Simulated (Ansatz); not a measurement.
**C₁₄H₄₂O₅Si₆: the relaxed shape and its frontier levels**

What does C₁₄H₄₂O₅Si₆ look like as a singlet, and where do its frontier electrons sit?

The runs use Ansatz 0.2.0, Gaussian basis; RKS PBE0-D4/def2-SVP.

Levels to be run: relaxation at PBE-D4/def2-SVP; a single point at PBE0-D4/def2-SVP.

### Step 1. Where the work starts

67 atoms, charge 0, spin multiplicity 1.

Atoms are counted from 1 here; the program's logs count them from 0.

Bond lengths: C1–Si2 1.904 Å, C1–H26 1.086 Å, C1–H27 1.085 Å, C1–H28 1.086 Å, Si2–C3 1.907 Å, Si2–C4 1.907 Å, Si2–O5 1.634 Å, C3–H29 1.085 Å, C3–H30 1.086 Å, C3–H31 1.086 Å, C4–H32 1.086 Å, C4–H33 1.086 Å, C4–H34 1.086 Å, O5–Si6 1.625 Å, Si6–C7 1.900 Å, Si6–C8 1.900 Å, Si6–O9 1.623 Å, C7–H35 1.086 Å and more. Angles: Si2–C1–H26 111.2°, Si2–C1–H27 111.4°, Si2–C1–H28 111.3°, H26–C1–H27 107.4°, H26–C1–H28 107.7°, H27–C1–H28 107.6°, C1–Si2–C3 111.4°, C1–Si2–C4 111.0°, C1–Si2–O5 108.3°, C3–Si2–C4 110.1°, C3–Si2–O5 107.5°, C4–Si2–O5 108.4°, Si2–C3–H29 111.1°, Si2–C3–H30 111.1°, Si2–C3–H31 111.6°, H29–C3–H30 107.4°, H29–C3–H31 107.7°, H30–C3–H31 107.7° and more.

The start is a GFN2-xTB geometry.

### Step 2. Relaxation at PBE-D4/def2-SVP

in.yaml

```yaml
crystal:
  periodic: [false, false, false]
  atoms:
    - {symbol: C, position_ang: [-3.521340, 2.296330, -1.290550]}
    - {symbol: Si, position_ang: [-4.486270, 1.258460, -0.018340]}
    - {symbol: C, position_ang: [-4.594900, 2.145820, 1.666640]}
    - {symbol: C, position_ang: [-6.235790, 0.847530, -0.656920]}
    - {symbol: O, position_ang: [-3.680500, -0.143580, 0.215320]}
    - {symbol: Si, position_ang: [-3.303100, -1.708720, 0.434980]}
    - {symbol: C, position_ang: [-2.990170, -1.973500, 2.290700]}
    - {symbol: C, position_ang: [-4.680770, -2.800640, -0.285700]}
    - {symbol: O, position_ang: [-1.953900, -2.042930, -0.402420]}
    - {symbol: Si, position_ang: [-0.499120, -1.779210, -1.084300]}
    - {symbol: C, position_ang: [-0.727920, -0.989230, -2.794450]}
    - {symbol: C, position_ang: [0.408210, -3.447480, -1.104100]}
    - {symbol: O, position_ang: [0.354140, -0.735350, -0.176040]}
    - {symbol: Si, position_ang: [0.631300, 0.099280, 1.191550]}
    - {symbol: C, position_ang: [-0.770530, 1.337650, 1.506400]}
    - {symbol: C, position_ang: [0.938570, -1.101350, 2.634470]}
    - {symbol: O, position_ang: [1.998230, 0.922500, 0.908150]}
    - {symbol: Si, position_ang: [3.326030, 1.847510, 0.778570]}
    - {symbol: C, position_ang: [4.027430, 2.086650, 2.524640]}
    - {symbol: C, position_ang: [2.868100, 3.466000, -0.102450]}
    - {symbol: O, position_ang: [4.437000, 1.068020, -0.112410]}
    - {symbol: Si, position_ang: [4.861710, -0.112030, -1.168670]}
    - {symbol: C, position_ang: [5.764870, -1.462350, -0.167360]}
    - {symbol: C, position_ang: [6.032530, 0.707150, -2.431680]}
    - {symbol: C, position_ang: [3.312370, -0.784400, -2.038240]}
    - {symbol: H, position_ang: [-3.303370, 1.719580, -2.184020]}
    - {symbol: H, position_ang: [-2.574670, 2.638980, -0.885560]}
    - {symbol: H, position_ang: [-4.086070, 3.173290, -1.593000]}
    - {symbol: H, position_ang: [-3.606610, 2.383110, 2.047600]}
    - {symbol: H, position_ang: [-5.087520, 1.521600, 2.406760]}
    - {symbol: H, position_ang: [-5.152250, 3.074860, 1.593990]}
    - {symbol: H, position_ang: [-6.765970, 0.216700, 0.050960]}
    - {symbol: H, position_ang: [-6.196600, 0.312180, -1.601100]}
    - {symbol: H, position_ang: [-6.830770, 1.742850, -0.810040]}
    - {symbol: H, position_ang: [-2.247660, -1.268350, 2.652660]}
    - {symbol: H, position_ang: [-2.622160, -2.973690, 2.497780]}
    - {symbol: H, position_ang: [-3.894140, -1.829530, 2.874630]}
    - {symbol: H, position_ang: [-4.458960, -3.856790, -0.172330]}
    - {symbol: H, position_ang: [-5.631120, -2.609820, 0.202730]}
    - {symbol: H, position_ang: [-4.812280, -2.602720, -1.345410]}
    - {symbol: H, position_ang: [-1.191470, -0.011840, -2.700650]}
    - {symbol: H, position_ang: [0.223870, -0.859170, -3.299350]}
    - {symbol: H, position_ang: [-1.363720, -1.595670, -3.431640]}
    - {symbol: H, position_ang: [1.398690, -3.349790, -1.535070]}
    - {symbol: H, position_ang: [0.524780, -3.838220, -0.098230]}
    - {symbol: H, position_ang: [-0.132530, -4.188120, -1.683230]}
    - {symbol: H, position_ang: [-1.733610, 0.885450, 1.296700]}
    - {symbol: H, position_ang: [-0.662980, 2.209100, 0.866710]}
    - {symbol: H, position_ang: [-0.776650, 1.687610, 2.534700]}
    - {symbol: H, position_ang: [1.060160, -0.568130, 3.572730]}
    - {symbol: H, position_ang: [0.119890, -1.804150, 2.754760]}
    - {symbol: H, position_ang: [1.846510, -1.673660, 2.464350]}
    - {symbol: H, position_ang: [4.949550, 2.657140, 2.516730]}
    - {symbol: H, position_ang: [3.315940, 2.611050, 3.153990]}
    - {symbol: H, position_ang: [4.233320, 1.125880, 2.985910]}
    - {symbol: H, position_ang: [3.744900, 4.079490, -0.281420]}
    - {symbol: H, position_ang: [2.402060, 3.264410, -1.061920]}
    - {symbol: H, position_ang: [2.170280, 4.053490, 0.484720]}
    - {symbol: H, position_ang: [6.169260, -2.238150, -0.810260]}
    - {symbol: H, position_ang: [6.591420, -1.045280, 0.401280]}
    - {symbol: H, position_ang: [5.090580, -1.939470, 0.537930]}
    - {symbol: H, position_ang: [6.360340, -0.012770, -3.174800]}
    - {symbol: H, position_ang: [5.541330, 1.522220, -2.954770]}
    - {symbol: H, position_ang: [6.916600, 1.115930, -1.952970]}
    - {symbol: H, position_ang: [3.488110, -1.729410, -2.542110]}
    - {symbol: H, position_ang: [2.951790, -0.080900, -2.782040]}
    - {symbol: H, position_ang: [2.515540, -0.921420, -1.315490]}
basis:
  gaussian: {orbitals: def2-SVP, fitting: {mean_field: def2-universal-jkfit}}
hamiltonian: {xc: pbe, dispersion: d4}
scf: {lower_state_search: "off"}
output: {orbitals: {seedname: orbitals}}
relax: {f_tol: 0.03, max_steps: 70}
```

Launch:

```bash
$ ansatz run in.yaml --threads 2 --pin off --events-out ev --progress --plain --max-ram 32768MiB --backend cuda --devices 0, --max-vram 18GiB
```

After this run come: Single point, PBE0-D4/def2-SVP.

Before running them: what should the planned runs give, taken together? Wanted: point group; commonest bond, hydrogen aside; HOMO, LUMO at PBE0-D4/def2-SVP; dipole at PBE-D4/def2-SVP.

**Answer**, as computed:

| quantity | value |
| --- | --- |
| point group | C1 |
| commonest bond, hydrogen aside | C–Si, 14 of mean length 1.881 Å |
| HOMO, LUMO at PBE0-D4/def2-SVP | -7.50, 0.86 eV |
| dipole at PBE-D4/def2-SVP | 2.81 D |

The molecule keeps its bonding pattern by the stored test; the atoms moved 0.84 Å (rms), and the angle Si14–O17–Si18 went from 173° to 141°. No usable vibrations, so a minimum isn't proven. The point group is read from a loosely relaxed geometry; soft torsions can leave it below the true symmetry.
